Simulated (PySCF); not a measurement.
# CGaN: NMR shieldings, spin-spin couplings, relativistic core levels

Aim: compute the NMR shieldings, spin-spin couplings, relativistic core levels of CGaN (`N#[C][Ga]`).

Computed with PySCF 2.14.0 and routines of our own; the level stands in each step. Atoms count from 0.

### Step 1. The system as given

3 atoms, charge 0, multiplicity 1; geometry from: GFN2-xTB.

### Step 2. Optimising the geometry at PBE0-D3(BJ)/def2-SVP

What the job is given:

```
{"job": {"xc": "PBE0", "basis": "def2-SVP", "d3": "d3bj", "grid": 1, "maxiter": 30, "shake": 0.01, "kind": "geom"}, "charge": 0, "multiplicity": 1}
N     -1.459000    -0.029010     0.001640
C     -0.325270     0.004060    -0.013860
Ga     1.790280    -0.009990    -0.006970
```

On the command line:

```console
$ OMP_NUM_THREADS=1 python heavy_run.py task.json out
```

One launch serves the whole session: the jobs run in the order shown.

What it wrote:

```text
step   0  E = -2017.00429476  max force = 0.088340
step   1  E = -2017.00622733  max force = 0.010420
step   2  E = -2017.00631999  max force = 0.002227
step   3  E = -2017.00644442  max force = 0.007142
step   4  E = -2017.00660440  max force = 0.013340
step   5  E = -2017.00678412  max force = 0.012653
step   6  E = -2017.00686345  max force = 0.005223
step   7  E = -2017.00687391  max force = 0.000656
step   8  E = -2017.00687425  max force = 0.000078
optimisation converged
```

Wall time 8.2 s (1 thread of Arm Neoverse V1, shared host); peak memory 0.27 GiB.

Along the way:

| step | energy from step 0 (eV) | largest force component (eV/Å) |
| --- | --- | --- |
| 0 | 0.0000 | 4.5426 |
| 1 | -0.0526 | 0.5358 |
| 2 | -0.0551 | 0.1145 |
| 3 | -0.0585 | 0.3673 |
| 4 | -0.0628 | 0.6860 |
| 5 | -0.0677 | 0.6506 |
| 6 | -0.0699 | 0.2686 |
| 7 | -0.0702 | 0.0337 |
| 8 | -0.0702 | 0.0040 |

Close pairs (by a distance rule), those that changed most:

| bond | before (Å) | after (Å) | change (Å) |
| --- | --- | --- | --- |
| C1–Ga2 | 2.116 | 2.076 | -0.039 |
| N0–C1 | 1.134 | 1.165 | +0.031 |

The next job starts from the end point, and lists it.

| at the end point | value |
| --- | --- |
| point group (found at 0.08 Å tolerance) | Cinfv |
| rotational constants (GHz, main isotopes) | 3.443, 3.443 |
| dipole moment (D) | 3.78 |

### Step 3. NMR shieldings: PBE/pcJ-1 Ga:dyall-v2z, spin–orbit

What the job is given:

```
{"job": {"kind": "hnmr", "xc": "PBE", "basis": {"default": "pcJ-1", "Ga": "dyall-v2z"}, "rel": "so"}, "charge": 0, "multiplicity": 1}
N     -1.410982    -0.399833     0.096193
C     -0.289839    -0.094009     0.010406
Ga     1.706757     0.459112    -0.125779
```

Method: PBE/pcJ-1 Ga:dyall-v2z GIAO NMR shielding, X2C with spin-orbit coupling, screened-nuclear two-electron part, Gaussian nuclei, gas phase.

What it wrote:

```text
spin-free SCF
coarse grid: 17720 points
cycle   1  E = -2036.3474640219  dE =  9.718e-02  |g| = 7.554e-01  |ddm| = 1.663e+00
cycle   2  E = -2035.6086054999  dE =  7.389e-01  |g| = 2.033e+00  |ddm| = 1.534e+00
cycle   3  E = -2036.3738757272  dE = -7.653e-01  |g| = 4.938e-01  |ddm| = 1.310e+00
cycle   4  E = -2036.4105540909  dE = -3.668e-02  |g| = 2.173e-01  |ddm| = 3.246e-01
cycle   5  E = -2036.4179822358  dE = -7.428e-03  |g| = 9.431e-02  |ddm| = 2.016e-01
cycle   6  E = -2036.4204933850  dE = -2.511e-03  |g| = 1.562e-02  |ddm| = 9.813e-02
cycle   7  E = -2036.4205579860  dE = -6.460e-05  |g| = 1.869e-03  |ddm| = 1.464e-02
cycle   8  E = -2036.4205583846  dE = -3.987e-07  |g| = 2.620e-04  |ddm| = 1.896e-03
final grid: 35496 points
cycle   9  E = -2036.4207194546  dE =  7.021e-09  |g| = 9.887e-04  |ddm| = 5.564e-04
cycle  10  E = -2036.4207182081  dE =  1.246e-06  |g| = 2.596e-03  |ddm| = 1.578e-03
cycle  11  E = -2036.4207194999  dE = -1.292e-06  |g| = 5.348e-04  |ddm| = 1.444e-03
cycle  12  E = -2036.4207195479  dE = -4.795e-08  |g| = 3.294e-04  |ddm| = 3.255e-04
cycle  13  E = -2036.4207195569  dE = -8.967e-09  |g| = 1.254e-05  |ddm| = 9.075e-05
converged SCF energy = -2036.4207195569
two-component SCF
cycle   1  E = -2036.3904021785  dE = -2.036e+03  |FDS-SDF| = 1.312e+01
cycle   2  E = -2036.4556265494  dE = -6.522e-02  |FDS-SDF| = 3.978e-03
cycle   3  E = -2036.4556265503  dE = -8.804e-10  |FDS-SDF| = 1.325e-03
cycle   4  E = -2036.4556265074  dE =  4.284e-08  |FDS-SDF| = 1.414e-03
cycle   5  E = -2036.4556266202  dE = -1.128e-07  |FDS-SDF| = 9.744e-05
cycle   6  E = -2036.4556266188  dE =  1.451e-09  |FDS-SDF| = 1.031e-04
cycle   7  E = -2036.4556266211  dE = -2.292e-09  |FDS-SDF| = 1.941e-05
converged, E = -2036.4556266211

Field gradients (au) and densities at the nuclei (bohr^-3)
atom        Vxx        Vyy        Vzz        centre      nuclear mean
  0 N      0.5509     0.5509    -1.1017        205.865        205.860
  1 C      0.2476     0.2477    -0.4953        126.703        126.701
  2 Ga     1.4839     1.4839    -2.9678      26097.195      26074.727
without picture change
  2 Ga                          -3.0436                     39468.568

Core orbital energies (eV)
atom   shell        mean    spread
  2 Ga 1s       -10219.960   0.000
  2 Ga 2s        -1261.807   0.000
  2 Ga 3s         -148.661   0.000
  2 Ga 2p1/2     -1116.852   0.000
  2 Ga 2p3/2     -1089.532   0.050
  2 Ga 3p1/2      -101.878   0.000
  2 Ga 3p3/2       -98.270   0.149
  2 Ga 3d3/2       -20.115   0.119
  2 Ga 3d5/2       -19.668   0.142

vertical triplet (scalar unrestricted SCF): 3.011 eV

Shielding tensors (ppm)
atom      isotropic    diamagn.    paramagn.     s11        s22        s33       span
  0 N       -31.16      338.80     -369.96    -218.15    -218.14     342.81     560.96
  1 C        19.98      255.35     -235.37    -113.18    -113.18     286.29     399.47
  2 Ga     1757.69     2539.34     -781.66    1203.78    1203.81    2865.48    1661.71
```

Run time: 9.1 s. Hardware: 1 thread of Arm Neoverse V1, shared host; peak memory 0.54 GiB.

In short:

| quantity | value |
| --- | --- |
| energy from spin-orbit coupling | -0.0349 Eh |

### Step 4. Spin-spin couplings: PBE/pcJ-1 Ga:dyall-v2z, spin–orbit

What the job is given:

```
{"job": {"kind": "hj", "xc": "PBE", "basis": {"default": "pcJ-1", "Ga": "dyall-v2z"}, "rel": "so", "atoms": [2]}, "charge": 0, "multiplicity": 1}
N     -1.410982    -0.399833     0.096193
C     -0.289839    -0.094009     0.010406
Ga     1.706757     0.459112    -0.125779
```

With the program's defaults for keys left out, this is: PBE/pcJ-1 Ga:dyall-v2z indirect spin-spin coupling, X2C with spin-orbit coupling, screened-nuclear two-electron part, Gaussian nuclei, gas phase.

What it wrote:

```text
spin-free SCF
coarse grid: 17720 points
cycle   1  E = -2036.3474640219  dE =  9.718e-02  |g| = 7.554e-01  |ddm| = 1.663e+00
cycle   2  E = -2035.6086054999  dE =  7.389e-01  |g| = 2.033e+00  |ddm| = 1.534e+00
cycle   3  E = -2036.3738757272  dE = -7.653e-01  |g| = 4.938e-01  |ddm| = 1.310e+00
cycle   4  E = -2036.4105540909  dE = -3.668e-02  |g| = 2.173e-01  |ddm| = 3.246e-01
cycle   5  E = -2036.4179822358  dE = -7.428e-03  |g| = 9.431e-02  |ddm| = 2.016e-01
cycle   6  E = -2036.4204933850  dE = -2.511e-03  |g| = 1.562e-02  |ddm| = 9.813e-02
cycle   7  E = -2036.4205579860  dE = -6.460e-05  |g| = 1.869e-03  |ddm| = 1.464e-02
cycle   8  E = -2036.4205583846  dE = -3.987e-07  |g| = 2.620e-04  |ddm| = 1.896e-03
final grid: 35496 points
cycle   9  E = -2036.4207194546  dE =  7.021e-09  |g| = 9.887e-04  |ddm| = 5.564e-04
cycle  10  E = -2036.4207182081  dE =  1.246e-06  |g| = 2.596e-03  |ddm| = 1.578e-03
cycle  11  E = -2036.4207194999  dE = -1.292e-06  |g| = 5.348e-04  |ddm| = 1.444e-03
cycle  12  E = -2036.4207195479  dE = -4.795e-08  |g| = 3.294e-04  |ddm| = 3.255e-04
cycle  13  E = -2036.4207195569  dE = -8.967e-09  |g| = 1.254e-05  |ddm| = 9.075e-05
converged SCF energy = -2036.4207195569
two-component SCF
cycle   1  E = -2036.3904021785  dE = -2.036e+03  |FDS-SDF| = 1.312e+01
cycle   2  E = -2036.4556265494  dE = -6.522e-02  |FDS-SDF| = 3.978e-03
cycle   3  E = -2036.4556265503  dE = -8.804e-10  |FDS-SDF| = 1.325e-03
cycle   4  E = -2036.4556265074  dE =  4.284e-08  |FDS-SDF| = 1.414e-03
cycle   5  E = -2036.4556266202  dE = -1.128e-07  |FDS-SDF| = 9.744e-05
cycle   6  E = -2036.4556266188  dE =  1.451e-09  |FDS-SDF| = 1.031e-04
cycle   7  E = -2036.4556266211  dE = -2.292e-09  |FDS-SDF| = 1.941e-05
converged, E = -2036.4556266211

Indirect spin-spin couplings
  i        j     bonds      J/Hz   K/1e19 T2/J   anisotropy/Hz
  2  69Ga   0  15N    2       -8.52       29.05        14.4
  2  69Ga   1  13C    1     -321.48     -442.13       167.2
```

Run time: 6.2 s. Hardware: 1 thread of Arm Neoverse V1, shared host; peak memory 0.52 GiB.

In short:

| quantity | value |
| --- | --- |
| energy from spin-orbit coupling | -0.0349 Eh |

### Step 5. Relativistic core levels: PBE/pcJ-1 Ga:dyall-v2z, spin–orbit

What the job is given:

```
{"job": {"kind": "hxps", "xc": "PBE", "basis": {"default": "pcJ-1", "Ga": "dyall-v2z"}, "rel": "so", "holes": [[2, "2p"]]}, "charge": 0, "multiplicity": 1}
N     -1.410982    -0.399833     0.096193
C     -0.289839    -0.094009     0.010406
Ga     1.706757     0.459112    -0.125779
```

Method: PBE/pcJ-1 Ga:dyall-v2z core ionisation, delta-SCF with one localised hole, X2C with spin-orbit coupling, screened-nuclear two-electron part, Gaussian nuclei, gas phase.

What it wrote:

```text
spin-free SCF
coarse grid: 17720 points
cycle   1  E = -2036.3474640219  dE =  9.718e-02  |g| = 7.554e-01  |ddm| = 1.663e+00
cycle   2  E = -2035.6086054999  dE =  7.389e-01  |g| = 2.033e+00  |ddm| = 1.534e+00
cycle   3  E = -2036.3738757272  dE = -7.653e-01  |g| = 4.938e-01  |ddm| = 1.310e+00
cycle   4  E = -2036.4105540909  dE = -3.668e-02  |g| = 2.173e-01  |ddm| = 3.246e-01
cycle   5  E = -2036.4179822358  dE = -7.428e-03  |g| = 9.431e-02  |ddm| = 2.016e-01
cycle   6  E = -2036.4204933850  dE = -2.511e-03  |g| = 1.562e-02  |ddm| = 9.813e-02
cycle   7  E = -2036.4205579860  dE = -6.460e-05  |g| = 1.869e-03  |ddm| = 1.464e-02
cycle   8  E = -2036.4205583846  dE = -3.987e-07  |g| = 2.620e-04  |ddm| = 1.896e-03
final grid: 35496 points
cycle   9  E = -2036.4207194546  dE =  7.021e-09  |g| = 9.887e-04  |ddm| = 5.564e-04
cycle  10  E = -2036.4207182081  dE =  1.246e-06  |g| = 2.596e-03  |ddm| = 1.578e-03
cycle  11  E = -2036.4207194999  dE = -1.292e-06  |g| = 5.348e-04  |ddm| = 1.444e-03
cycle  12  E = -2036.4207195479  dE = -4.795e-08  |g| = 3.294e-04  |ddm| = 3.255e-04
cycle  13  E = -2036.4207195569  dE = -8.967e-09  |g| = 1.254e-05  |ddm| = 9.075e-05
converged SCF energy = -2036.4207195569
two-component SCF
cycle   1  E = -2036.3904021785  dE = -2.036e+03  |FDS-SDF| = 1.312e+01
cycle   2  E = -2036.4556265494  dE = -6.522e-02  |FDS-SDF| = 3.978e-03
cycle   3  E = -2036.4556265503  dE = -8.804e-10  |FDS-SDF| = 1.325e-03
cycle   4  E = -2036.4556265074  dE =  4.284e-08  |FDS-SDF| = 1.414e-03
cycle   5  E = -2036.4556266202  dE = -1.128e-07  |FDS-SDF| = 9.744e-05
cycle   6  E = -2036.4556266188  dE =  1.451e-09  |FDS-SDF| = 1.031e-04
cycle   7  E = -2036.4556266211  dE = -2.292e-09  |FDS-SDF| = 1.941e-05
converged, E = -2036.4556266211

Field gradients (au) and densities at the nuclei (bohr^-3)
atom        Vxx        Vyy        Vzz        centre      nuclear mean
  0 N      0.5509     0.5509    -1.1017        205.865        205.860
  1 C      0.2476     0.2477    -0.4953        126.703        126.701
  2 Ga     1.4839     1.4839    -2.9678      26097.195      26074.727
without picture change
  2 Ga                          -3.0436                     39468.568

Core orbital energies (eV)
atom   shell        mean    spread
  2 Ga 1s       -10219.960   0.000
  2 Ga 2s        -1261.807   0.000
  2 Ga 3s         -148.661   0.000
  2 Ga 2p1/2     -1116.852   0.000
  2 Ga 2p3/2     -1089.532   0.050
  2 Ga 3p1/2      -101.878   0.000
  2 Ga 3p3/2       -98.270   0.149
  2 Ga 3d3/2       -20.115   0.119
  2 Ga 3d5/2       -19.668   0.142

hole in 2p3/2 of atom 2
cycle   1  E = -1994.1971576009  dE = -1.994e+03  |FDS-SDF| = 6.354e+00
cycle   2  E = -1993.0884484287  dE =  1.109e+00  |FDS-SDF| = 6.979e+00
cycle   3  E = -1995.0323724553  dE = -1.944e+00  |FDS-SDF| = 1.241e+00
cycle   4  E = -1993.6257146409  dE =  1.407e+00  |FDS-SDF| = 2.205e+00
cycle   5  E = -1995.2246363724  dE = -1.599e+00  |FDS-SDF| = 4.126e-01
cycle   6  E = -1995.2478886821  dE = -2.325e-02  |FDS-SDF| = 3.026e-01
cycle   7  E = -1995.2707028015  dE = -2.281e-02  |FDS-SDF| = 6.879e-02
cycle   8  E = -1995.2721039805  dE = -1.401e-03  |FDS-SDF| = 7.964e-03
cycle   9  E = -1995.2721173140  dE = -1.333e-05  |FDS-SDF| = 1.877e-03
cycle  10  E = -1995.2721187225  dE = -1.408e-06  |FDS-SDF| = 4.451e-04
cycle  11  E = -1995.2721187810  dE = -5.855e-08  |FDS-SDF| = 1.961e-05
converged, E = -1995.2721187810

Core binding energies (eV)
atom   line    delta-SCF   -orbital   splitting
  2 Ga 2p3/2    1120.673    1089.53    27.321
```

Run time: 5.9 s. Hardware: 1 thread of Arm Neoverse V1, shared host; peak memory 0.52 GiB.

In short:

| quantity | value |
| --- | --- |
| energy from spin-orbit coupling | -0.0349 Eh |

### Step 6. NMR shieldings: PBE/pcJ-1 Ga:dyall-v2z, non-relativistic

What the job is given:

```
{"job": {"kind": "hnmr", "xc": "PBE", "basis": {"default": "pcJ-1", "Ga": "dyall-v2z"}, "rel": "nr"}, "charge": 0, "multiplicity": 1}
N     -1.410982    -0.399833     0.096193
C     -0.289839    -0.094009     0.010406
Ga     1.706757     0.459112    -0.125779
```

Level: PBE/pcJ-1 Ga:dyall-v2z GIAO NMR shielding, non-relativistic, Gaussian nuclei, gas phase.

What it wrote:

```text
non-relativistic SCF
coarse grid: 17720 points
cycle   1  E = -2017.1946376821  dE = -1.059e+01  |g| = 2.100e+00  |ddm| = 1.735e+00
cycle   2  E = -2016.2314988094  dE =  9.631e-01  |g| = 2.847e+00  |ddm| = 1.731e+00
cycle   3  E = -2016.9306777654  dE = -6.992e-01  |g| = 1.378e+00  |ddm| = 2.017e+00
cycle   4  E = -2017.1465604702  dE = -2.159e-01  |g| = 9.396e-01  |ddm| = 1.071e+00
cycle   5  E = -2017.3049151437  dE = -1.584e-01  |g| = 2.590e-01  |ddm| = 6.248e-01
cycle   6  E = -2017.3201428200  dE = -1.523e-02  |g| = 4.283e-02  |ddm| = 1.992e-01
cycle   7  E = -2017.3205326379  dE = -3.898e-04  |g| = 1.706e-02  |ddm| = 4.702e-02
cycle   8  E = -2017.3205969986  dE = -6.436e-05  |g| = 2.726e-03  |ddm| = 1.577e-02
cycle   9  E = -2017.3205983323  dE = -1.334e-06  |g| = 3.605e-04  |ddm| = 2.426e-03
final grid: 35496 points
cycle  10  E = -2017.3206156544  dE =  1.500e-07  |g| = 9.129e-04  |ddm| = 1.091e-03
cycle  11  E = -2017.3206136487  dE =  2.006e-06  |g| = 3.131e-03  |ddm| = 2.199e-03
cycle  12  E = -2017.3206158205  dE = -2.172e-06  |g| = 3.617e-04  |ddm| = 1.617e-03
cycle  13  E = -2017.3206158465  dE = -2.600e-08  |g| = 2.130e-05  |ddm| = 2.906e-04
cycle  14  E = -2017.3206158466  dE = -7.958e-11  |g| = 1.172e-05  |ddm| = 3.579e-05
converged SCF energy = -2017.3206158466
check of the scalar solution
cycle   1  E = -2017.3206158466  dE = -2.017e+03  |FDS-SDF| = 1.172e-05
cycle   2  E = -2017.3206158466  dE =  4.457e-11  |FDS-SDF| = 2.217e-05
converged, E = -2017.3206158466

Field gradients (au) and densities at the nuclei (bohr^-3)
atom        Vxx        Vyy        Vzz        centre      nuclear mean
  0 N      0.5525     0.5525    -1.1051        204.561        204.554
  1 C      0.2475     0.2475    -0.4950        126.118        126.116
  2 Ga     1.4356     1.4356    -2.8712      20187.237      20176.112

Core orbital energies (eV)
atom   shell        mean    spread
  2 Ga 1s       -10092.110   0.000
  2 Ga 2s        -1232.704   0.000
  2 Ga 3s         -143.936   0.000
  2 Ga 2p        -1092.229   0.076
  2 Ga 3p          -98.380   0.221
  2 Ga 3d          -20.445   0.168

Shielding tensors (ppm)
atom      isotropic    diamagn.    paramagn.     s11        s22        s33       span
  0 N       -34.15      340.16     -374.31    -222.35    -222.34     342.23     564.58
  1 C        35.86      256.52     -220.65     -89.06     -89.06     285.71     374.77
  2 Ga     1625.34     2636.86    -1011.52    1118.45    1118.47    2639.10    1520.65
```

Run time: 2.5 s. Hardware: 1 thread of Arm Neoverse V1, shared host; peak memory 0.52 GiB.

### Step 7. Spin-spin couplings: PBE/pcJ-1 Ga:dyall-v2z, non-relativistic

What the job is given:

```
{"job": {"kind": "hj", "xc": "PBE", "basis": {"default": "pcJ-1", "Ga": "dyall-v2z"}, "rel": "nr", "atoms": [2]}, "charge": 0, "multiplicity": 1}
N     -1.410982    -0.399833     0.096193
C     -0.289839    -0.094009     0.010406
Ga     1.706757     0.459112    -0.125779
```

With the program's defaults for keys left out, this is: PBE/pcJ-1 Ga:dyall-v2z indirect spin-spin coupling, non-relativistic, Gaussian nuclei, gas phase.

What it wrote:

```text
non-relativistic SCF
coarse grid: 17720 points
cycle   1  E = -2017.1946376821  dE = -1.059e+01  |g| = 2.100e+00  |ddm| = 1.735e+00
cycle   2  E = -2016.2314988094  dE =  9.631e-01  |g| = 2.847e+00  |ddm| = 1.731e+00
cycle   3  E = -2016.9306777654  dE = -6.992e-01  |g| = 1.378e+00  |ddm| = 2.017e+00
cycle   4  E = -2017.1465604702  dE = -2.159e-01  |g| = 9.396e-01  |ddm| = 1.071e+00
cycle   5  E = -2017.3049151437  dE = -1.584e-01  |g| = 2.590e-01  |ddm| = 6.248e-01
cycle   6  E = -2017.3201428200  dE = -1.523e-02  |g| = 4.283e-02  |ddm| = 1.992e-01
cycle   7  E = -2017.3205326379  dE = -3.898e-04  |g| = 1.706e-02  |ddm| = 4.702e-02
cycle   8  E = -2017.3205969986  dE = -6.436e-05  |g| = 2.726e-03  |ddm| = 1.577e-02
cycle   9  E = -2017.3205983323  dE = -1.334e-06  |g| = 3.605e-04  |ddm| = 2.426e-03
final grid: 35496 points
cycle  10  E = -2017.3206156544  dE =  1.500e-07  |g| = 9.129e-04  |ddm| = 1.091e-03
cycle  11  E = -2017.3206136487  dE =  2.006e-06  |g| = 3.131e-03  |ddm| = 2.199e-03
cycle  12  E = -2017.3206158205  dE = -2.172e-06  |g| = 3.617e-04  |ddm| = 1.617e-03
cycle  13  E = -2017.3206158465  dE = -2.600e-08  |g| = 2.130e-05  |ddm| = 2.906e-04
cycle  14  E = -2017.3206158466  dE = -7.958e-11  |g| = 1.172e-05  |ddm| = 3.579e-05
converged SCF energy = -2017.3206158466
two-component SCF
cycle   1  E = -2017.3206158466  dE = -2.017e+03  |FDS-SDF| = 1.172e-05
cycle   2  E = -2017.3206158466  dE =  3.092e-11  |FDS-SDF| = 2.217e-05
converged, E = -2017.3206158466

Indirect spin-spin couplings
  i        j     bonds      J/Hz   K/1e19 T2/J   anisotropy/Hz
  2  69Ga   0  15N    2       -7.42       25.31        12.4
  2  69Ga   1  13C    1     -280.27     -385.46       135.6
```

Run time: 2.8 s. Hardware: 1 thread of Arm Neoverse V1, shared host; peak memory 0.48 GiB.

### Step 8. NMR shieldings: PBE/pcJ-1 Ga:dyall-v2z, spin-free

What the job is given:

```
{"job": {"kind": "hnmr", "xc": "PBE", "basis": {"default": "pcJ-1", "Ga": "dyall-v2z"}, "rel": "sf"}, "charge": 0, "multiplicity": 1}
N     -1.410982    -0.399833     0.096193
C     -0.289839    -0.094009     0.010406
Ga     1.706757     0.459112    -0.125779
```

Level: PBE/pcJ-1 Ga:dyall-v2z GIAO NMR shielding, spin-free X2C, Gaussian nuclei, gas phase.

What it wrote:

```text
spin-free SCF
coarse grid: 17720 points
cycle   1  E = -2036.3474640219  dE =  9.718e-02  |g| = 7.554e-01  |ddm| = 1.663e+00
cycle   2  E = -2035.6086054999  dE =  7.389e-01  |g| = 2.033e+00  |ddm| = 1.534e+00
cycle   3  E = -2036.3738757272  dE = -7.653e-01  |g| = 4.938e-01  |ddm| = 1.310e+00
cycle   4  E = -2036.4105540909  dE = -3.668e-02  |g| = 2.173e-01  |ddm| = 3.246e-01
cycle   5  E = -2036.4179822358  dE = -7.428e-03  |g| = 9.431e-02  |ddm| = 2.016e-01
cycle   6  E = -2036.4204933850  dE = -2.511e-03  |g| = 1.562e-02  |ddm| = 9.813e-02
cycle   7  E = -2036.4205579860  dE = -6.460e-05  |g| = 1.869e-03  |ddm| = 1.464e-02
cycle   8  E = -2036.4205583846  dE = -3.987e-07  |g| = 2.620e-04  |ddm| = 1.896e-03
final grid: 35496 points
cycle   9  E = -2036.4207194546  dE =  7.021e-09  |g| = 9.887e-04  |ddm| = 5.564e-04
cycle  10  E = -2036.4207182081  dE =  1.246e-06  |g| = 2.596e-03  |ddm| = 1.578e-03
cycle  11  E = -2036.4207194999  dE = -1.292e-06  |g| = 5.348e-04  |ddm| = 1.444e-03
cycle  12  E = -2036.4207195479  dE = -4.795e-08  |g| = 3.294e-04  |ddm| = 3.255e-04
cycle  13  E = -2036.4207195569  dE = -8.967e-09  |g| = 1.254e-05  |ddm| = 9.075e-05
converged SCF energy = -2036.4207195569
check of the scalar solution
cycle   1  E = -2036.4207195569  dE = -2.036e+03  |FDS-SDF| = 1.254e-05
cycle   2  E = -2036.4207195568  dE =  9.004e-11  |FDS-SDF| = 2.343e-05
converged, E = -2036.4207195568

Field gradients (au) and densities at the nuclei (bohr^-3)
atom        Vxx        Vyy        Vzz        centre      nuclear mean
  0 N      0.5509     0.5510    -1.1019        205.865        205.860
  1 C      0.2477     0.2478    -0.4955        126.703        126.701
  2 Ga     1.4834     1.4835    -2.9669      26095.944      26073.475
without picture change
  2 Ga                          -3.0427                     39468.777

Core orbital energies (eV)
atom   shell        mean    spread
  2 Ga 1s       -10220.048   0.000
  2 Ga 2s        -1261.821   0.000
  2 Ga 3s         -148.662   0.000
  2 Ga 2p        -1098.520   0.074
  2 Ga 3p          -99.453   0.218
  2 Ga 3d          -19.846   0.167

Shielding tensors (ppm)
atom      isotropic    diamagn.    paramagn.     s11        s22        s33       span
  0 N       -33.71      340.28     -373.99    -221.77    -221.76     342.39     564.16
  1 C        35.01      256.29     -221.28     -90.35     -90.35     285.72     376.07
  2 Ga     1645.55     2646.19    -1000.65    1132.07    1132.09    2672.48    1540.41
```

Run time: 3 s. Hardware: 1 thread of Arm Neoverse V1, shared host; peak memory 0.52 GiB.

(Part 1 of 2 ends here.)
